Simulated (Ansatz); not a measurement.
# C₃H₆AlBO: how energies converge with the basis set

The task here is to estimate one member of a computed series from the others.

The runs use Ansatz 0.2.0, Gaussian basis; one geometry, several basis sets.

Plan: PBE0-D4/def2-SVP; ωB97M-V/def2-SVP; PBE0-D4/def2-QZVPP; ωB97M-V/def2-QZVPP; the functionals' def2-TZVPP values are taken from earlier runs.

## The geometry

An earlier PBE0-D4 in a triple-zeta def2 set relaxation fixed the geometry.

12 atoms, charge 0, spin multiplicity 1.

Atoms are counted from 1 here; the program's logs count them from 0.

Bond lengths: O1–C2 1.297 Å, O1–Al6 1.804 Å, C2–B3 1.498 Å, C2–C5 1.425 Å, C2–Al6 2.226 Å, B3–C4 1.587 Å, B3–H7 1.191 Å, C4–C5 1.500 Å, C4–H8 1.088 Å, C4–H9 1.085 Å, C5–H10 1.091 Å, Al6–H11 1.574 Å, Al6–H12 1.577 Å. Angles: C2–O1–Al6 90.2°, O1–C2–B3 153.2°, O1–C2–C5 128.2°, O1–C2–Al6 54.2°, B3–C2–C5 75.8°, B3–C2–Al6 152.6°, C5–C2–Al6 79.7°, C2–B3–C4 94.7°, C2–B3–H7 127.2°, C4–B3–H7 129.5°, B3–C4–C5 71.1°, B3–C4–H8 117.5°, B3–C4–H9 118.8°, C5–C4–H8 116.3°, C5–C4–H9 115.0° and more.

Set-up of the first run:

Input file in.yaml:

```yaml
crystal:
  periodic: [false, false, false]
  atoms:
    - {symbol: O, position_ang: [-0.568798, 0.840383, 1.726123]}
    - {symbol: C, position_ang: [-0.305791, -0.127857, 0.904781]}
    - {symbol: B, position_ang: [-0.302938, -1.567958, 0.492532]}
    - {symbol: C, position_ang: [0.539532, -1.323273, -0.830419]}
    - {symbol: C, position_ang: [-0.245349, -0.083721, -0.518518]}
    - {symbol: Al, position_ang: [0.194142, 2.018712, 0.592459]}
    - {symbol: H, position_ang: [-1.141132, -2.383230, 0.716763]}
    - {symbol: H, position_ang: [0.243463, -1.870368, -1.723021]}
    - {symbol: H, position_ang: [1.616465, -1.215384, -0.751453]}
    - {symbol: H, position_ang: [-0.916479, 0.446008, -1.195761]}
    - {symbol: H, position_ang: [1.744252, 2.211542, 0.786292]}
    - {symbol: H, position_ang: [-0.780166, 2.999946, -0.165978]}
basis:
  gaussian: {orbitals: def2-SVP}
hamiltonian: {xc: pbe0, dispersion: d4}
output: {orbitals: {seedname: orbitals}}
```

Launch:

```
> ansatz run in.yaml --threads 4 --pin off --events-out ev --progress --plain --max-ram 10444MiB
```

Among the steps run: PBE0-D4 in def2-SVP; ωB97M-V in def2-SVP; PBE0-D4 in def2-QZVPP; ωB97M-V in def2-QZVPP.

One table of the session follows, with a row left open; its other results are not shown here.

It belongs to the step «Density functionals: the series». 

```
functional       basis  HOMO (eV)
   PBE0-D4    def2-SVP      -7.35
   PBE0-D4  def2-TZVPP      -7.34
   PBE0-D4  def2-QZVPP      -7.35
   ωB97M-V    def2-SVP          ?
   ωB97M-V  def2-TZVPP      -9.50
   ωB97M-V  def2-QZVPP      -9.51
```

**Question.** Estimate the row for ωB97M-V, def2-SVP.

The run gave: HOMO (eV): -9.48. In the column «HOMO (eV)» it lies between ωB97M-V, def2-TZVPP (-9.50) and PBE0-D4, def2-SVP (-7.35).
